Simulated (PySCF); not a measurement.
# CH5GaO (SMILES C[O][GaH2]): SVWN5/cc-pVDZ

What is the energy change on altering one bond length of CH5GaO at SVWN5/cc-pVDZ? The job is set up through a Python script.

The results are computed with PySCF 2.14.0.

3 further runs of the same task are left out: 3 set aside as unsound or not needed.

## (1) The molecule

CH5GaO has 8 atoms, charge 0, and is taken as a singlet. SMILES: `C[O][GaH2]`. The coordinates come from a PBE0-D4/def2-TZVP relaxation.

Bond lengths: C1–O2 1.402 Å, O2–Ga3 1.782 Å, C1–H4 1.096 Å, C1–H5 1.099 Å, C1–H6 1.096 Å, Ga3–H7 1.565 Å, Ga3–H8 1.555 Å. Angles: C1–O2–Ga3 123.8°, O2–C1–H4 110.0°, O2–C1–H5 113.2°, O2–C1–H6 110.0°, O2–Ga3–H7 115.8°, O2–Ga3–H8 113.9°, H4–C1–H5 107.8°, H4–C1–H6 107.8°, H5–C1–H6 107.8°, H7–Ga3–H8 130.3°.

## (2) A single-point energy at SVWN5/cc-pVDZ

Contents of mol.xyz:

```xyz
8

C     -0.616800     0.972600    -0.422900
O     -0.705300    -0.273500     0.213500
Ga     0.703200    -1.302000     0.579300
H     -1.200200     0.962000    -1.350600
H      0.414200     1.256200    -0.676600
H     -1.030600     1.754200     0.224300
H      2.093900    -0.732800     0.142900
H      0.341700    -2.636700     1.290100
```

Contents of run.py:

```python
from pyscf import gto, dft

molecule = gto.Mole()
molecule.atom = 'mol.xyz'
molecule.max_memory = 1860
molecule.verbose = 3
molecule.basis = 'cc-pvdz'
molecule.charge = 0
molecule.build()

mf = dft.RKS(molecule, xc='svwn')
mf.conv_tol = 1e-10
mf.grids.level = 5
mf.kernel()
if not mf.converged:
    mf = mf.newton().run(mf.mo_coeff, mf.mo_occ)

e_final = mf.e_tot
print('E = %.10f Eh' % e_final)
```

The run is started by

```console
$ OMP_NUM_THREADS=1 python run.py
```

Log:

```text
converged SCF energy = -2037.19336201594
E = -2037.1933620159 Eh
```

It took 8.1 s on 1 thread of Intel Xeon Platinum 8375C at 2.90GHz (Ice Lake), shared host; peak memory 0.28 GiB.

## (3) The distorted shape at the same level

Contents of run.py:

```python
from pyscf import gto, dft

mol = gto.Mole()
mol.atom = '''
C     -0.834872     1.843957    -0.273281
O     -1.002112    -0.510831     0.929341
Ga     1.659567    -2.454414     1.620603
H     -2.268049     1.817917    -2.552264
H      1.113436     2.379883    -0.752704
H     -1.616840     3.320967     0.949750
H      4.287609    -1.378782     0.795926
H      0.976431    -4.976632     2.963820
'''
mol.unit = 'bohr'
mol.basis = 'cc-pvdz'
mol.charge = 0
mol.max_memory = 1860
mol.spin = 0
mol.verbose = 3
mol.build()

myscf = dft.RKS(mol, xc='svwn')
myscf.conv_tol = 1e-10
myscf.grids.level = 5
myscf.kernel()
if not myscf.converged:
    myscf = myscf.newton().run(myscf.mo_coeff, myscf.mo_occ)

e_tot = myscf.e_tot
print('Final energy', e_tot)
```

The run is started by

```console
$ OMP_NUM_THREADS=1 python run.py
```

Log:

```text
converged SCF energy = -2037.16331178383
Final energy -2037.1633117838292
```

It took 9 s on 1 thread of Intel Xeon Platinum 8375C at 2.90GHz (Ice Lake), shared host; peak memory 0.28 GiB.

## (4) Outcome

At SVWN5/cc-pVDZ:

| quantity | value |
| --- | --- |
| first shape: total energy | -2037.19336 Eh |
| first shape: dipole moment | 1.01 D |
| first shape: HOMO energy | -6.41 eV |
| first shape: LUMO energy | -2.10 eV |
| first shape: HOMO–LUMO gap | 4.31 eV |
| distorted shape: total energy | -2037.16331 Eh |
| distorted shape: dipole moment | 1.12 D |
| distorted shape: HOMO energy | -6.32 eV |
| distorted shape: LUMO energy | -2.21 eV |
| distorted shape: HOMO–LUMO gap | 4.11 eV |
| energy change with the C1–H4 bond stretched from 1.096 to 1.425 Å | 0.818 eV |

With the C1–H4 bond stretched from 1.096 to 1.425 Å the energy rises by 0.82 eV (18.9 kcal/mol). The first shape isn't relaxed at this level, so the change isn't measured from a minimum. Mulliken charges (first shape) run from -0.35 on O2 to +0.25 on Ga3; they depend strongly on the basis.
